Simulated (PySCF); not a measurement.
**C2H9AlN− (SMILES CC[NH][AlH3-]): levels of theory compared**

Aim: a comparison of 3 runs (HF/def2-SVP, B3LYP/6-31G*, MP2/pcseg-1) of C2H9AlN−. The job is set up through a Python script.

Program for the calculation: PySCF 2.14.0.

## 1. Starting point

C2H9AlN− has 13 atoms, charge -1, and is taken as a singlet. As SMILES, `CC[NH][AlH3-]`. Geometry: a GFN2-xTB relaxation, a rough one for these elements and not checked as a minimum. This is one conformer, not always the lowest.

Bond lengths: C1–C2 1.539 Å, C2–N3 1.432 Å, N3–Al4 1.842 Å, C1–H5 1.090 Å, C1–H6 1.091 Å, C1–H7 1.087 Å, C2–H8 1.094 Å, C2–H9 1.111 Å, N3–H10 1.017 Å, Al4–H11 1.625 Å, Al4–H12 1.623 Å, Al4–H13 1.621 Å. Some angles: C1–C2–N3 113.5°, C2–N3–Al4 131.1°, C1–C2–H8 108.6°, C1–C2–H9 107.7°, N3–C2–H8 107.0°, N3–C2–H9 112.3°, C2–C1–H5 110.3°, C2–C1–H6 111.1°, C2–C1–H7 109.1°, C2–N3–H10 109.9°.

## 2. Energy and forces at HF/def2-SVP (run 1)

input.py

```python
from pyscf import gto

molecule = gto.Mole()
molecule.atom = '''
C     -1.941505     2.985352    -0.589878
C     -0.014721     1.553827     1.052615
N      1.351400    -0.349580    -0.300202
Al     1.310109    -3.820044    -0.035036
H     -0.976535     3.995183    -2.104607
H     -3.009729     4.343951     0.534339
H     -3.238386     1.635180    -1.435417
H     -1.029712     0.598061     2.579438
H      1.257405     2.974807     1.931243
H      2.393489     0.462359    -1.697314
H      1.858035    -4.927971    -2.846721
H     -1.441124    -4.696820     0.996774
H      3.481235    -4.754362     1.914765
'''
molecule.verbose = 4
molecule.charge = -1
molecule.max_memory = 1860
molecule.basis = 'def2-svp'
molecule.unit = 'bohr'
molecule.build()

hf = molecule.RHF()
hf.conv_tol = 1e-10
hf.kernel()
if not hf.converged:
    hf = hf.newton().run(hf.mo_coeff, hf.mo_occ)

etot = hf.e_tot
print(f'total energy: {etot:.8f} hartree')
grad = hf.nuc_grad_method().kernel()
hf.analyze()
```

Started as:

```
$ OMP_NUM_THREADS=1 python input.py
```

Log:

```text
PySCF version 2.14.0

[... 93 lines left out ...]
MO #5   energy= -4.62532456888168  occ= 2
[... 19 lines left out ...]
MO #25  energy= 0.362447566004717  occ= 0
[... 19 lines left out ...]
MO #45  energy= 0.944630289392615  occ= 0
[... 19 lines left out ...]
MO #65  energy= 1.75933638696622   occ= 0
[... 19 lines left out ...]
MO #85  energy= 2.45593619318257   occ= 0
[... 19 lines left out ...]
MO #105 energy= 3.9099384919086    occ= 0
[... 122 lines left out ...]
WARN: System has nonzero charge -1; the dipole moment is origin-dependent.
Location of origin: [0. 0. 0.]

Dipole moment(X, Y, Z, Debye): -2.81121,  9.10235, -0.26955
```

Run time: 14 s. Hardware: 1 thread of Intel Xeon at 2.70GHz, shared host; peak memory 0.24 GiB.

## 3. Energy and gradient at B3LYP/6-31G(d) (spherical functions) (run 2)

geometry.xyz

```xyz
13

C     -1.027400     1.579780    -0.312150
C     -0.007790     0.822250     0.557020
N      0.715130    -0.184990    -0.158860
Al     0.693280    -2.021480    -0.018540
H     -0.516760     2.114160    -1.113710
H     -1.592680     2.298720     0.282760
H     -1.713680     0.865300    -0.759590
H     -0.544900     0.316480     1.364980
H      0.665390     1.574200     1.021970
H      1.266580     0.244670    -0.898180
H      0.983230    -2.607770    -1.506420
H     -0.762610    -2.485450     0.527470
H      1.842190    -2.515900     1.013250
```

job.py

```python
# CC[NH][AlH3-]
from pyscf import gto, dft

system = gto.M(
    atom='geometry.xyz',
    spin=0,
    max_memory=1860,
    verbose=3,
    charge=-1,
    basis='6-31g*',
)

mf = dft.RKS(system, xc='b3lyp')
mf.conv_tol = 1e-10
mf.grids.level = 5
mf.kernel()
if not mf.converged:
    mf = mf.newton().run(mf.mo_coeff, mf.mo_occ)

e_final = mf.e_tot
print('Final energy', e_final)
grad = mf.nuc_grad_method().kernel()
dip = mf.dip_moment()
pop, q = mf.mulliken_pop()
```

Started as:

```
$ OMP_NUM_THREADS=1 python job.py
```

Log:

```text
converged SCF energy = -378.846719508862
Final energy -378.84671950886207
--------------- RKS gradients ---------------
         x                y                z
0 C    -0.0033860347     0.0031507481    -0.0067052741
1 C    -0.0022495060     0.0039054004     0.0039506556
2 N    -0.0026319815    -0.0134006371     0.0073811353
[... 9 lines of this table left out ...]
12 H    -0.0046254874     0.0063588750    -0.0042533097
----------------------------------------------

WARN: System has nonzero charge -1; the dipole moment is origin-dependent.
[... 2 lines left out ...]
Dipole moment(X, Y, Z, Debye): -2.71503,  8.76656, -0.33247
[... 92 lines left out ...]
charge of   12H =     -0.23170
```

Run time: 38 s. Hardware: 1 thread of Intel Xeon at 2.70GHz, shared host; peak memory 0.8 GiB.

## 4. Energy and forces at MP2/pcseg-1 (run 3)

run.py

```python
import pyscf.grad
from pyscf import gto, scf, mp

molecule = gto.M(
    atom='''
C       -1.027400       1.579780      -0.312150
C       -0.007790       0.822250       0.557020
N        0.715130      -0.184990      -0.158860
Al       0.693280      -2.021480      -0.018540
H       -0.516760       2.114160      -1.113710
H       -1.592680       2.298720       0.282760
H       -1.713680       0.865300      -0.759590
H       -0.544900       0.316480       1.364980
H        0.665390       1.574200       1.021970
H        1.266580       0.244670      -0.898180
H        0.983230      -2.607770      -1.506420
H       -0.762610      -2.485450       0.527470
H        1.842190      -2.515900       1.013250
''',
    basis='pcseg-1',
    spin=0,
    max_memory=1860,
    charge=-1,
    verbose=4,
)

mf = scf.RHF(molecule)
mf.conv_tol = 1e-10
mf.kernel()
if not mf.converged:
    mf = mf.newton().run(mf.mo_coeff, mf.mo_occ)

pt = mp.MP2(mf, frozen=8).run()
etot = pt.e_tot
print('E(%s) = %.9f' % ('MP2', etot))
grad = pt.Gradients().kernel()
dip = mf.dip_moment()
pop, q = mf.mulliken_pop()
```

Started as:

```
$ OMP_NUM_THREADS=1 python run.py
```

Log:

```text
PySCF version 2.14.0

[... 69 lines left out ...]
converged SCF energy = -377.302128222809
[... 18 lines left out ...]
WARN: System has nonzero charge -1; the dipole moment is origin-dependent.
[... 2 lines left out ...]
Dipole moment(X, Y, Z, Debye): -2.84145,  8.99279, -0.19603
[... 119 lines left out ...]
charge of   12H =     -0.45084
```

Run time: 41 s. Hardware: 1 thread of Intel Xeon at 2.70GHz, shared host; peak memory 0.82 GiB.

## 5. Overview of the runs

```
run                               level  integration grid  frozen core orbitals  energy (Eh)  HOMO energy (eV)  LUMO energy (eV)  HOMO–LUMO gap (eV)  wall time
  1                         HF/def2-SVP                 –                     –  -377.184144             -4.04              8.36               12.40       14 s
  2  B3LYP/6-31G* (spherical functions)                 5                     –  -378.846720             -0.29              5.69                5.98       38 s
  3                         MP2/pcseg-1                 –                     8  -377.850755             -4.11              7.56               11.67       41 s
```

## 6. Results

| quantity | value |
| --- | --- |
| run 3: total energy | -377.85076 Eh |
| run 3: HOMO energy (Hartree–Fock orbitals) | -4.11 eV |
| run 3: LUMO energy (Hartree–Fock orbitals) | 7.56 eV |
| run 3: HOMO–LUMO gap (to an unbound level, set by the basis) | 11.67 eV |
| run 3: correlation energy (8 core orbitals frozen) | -548.6 mEh |
| run 3: largest force on an atom | 0.943 eV/Å |

All runs together took 93 s, the longest 41 s.
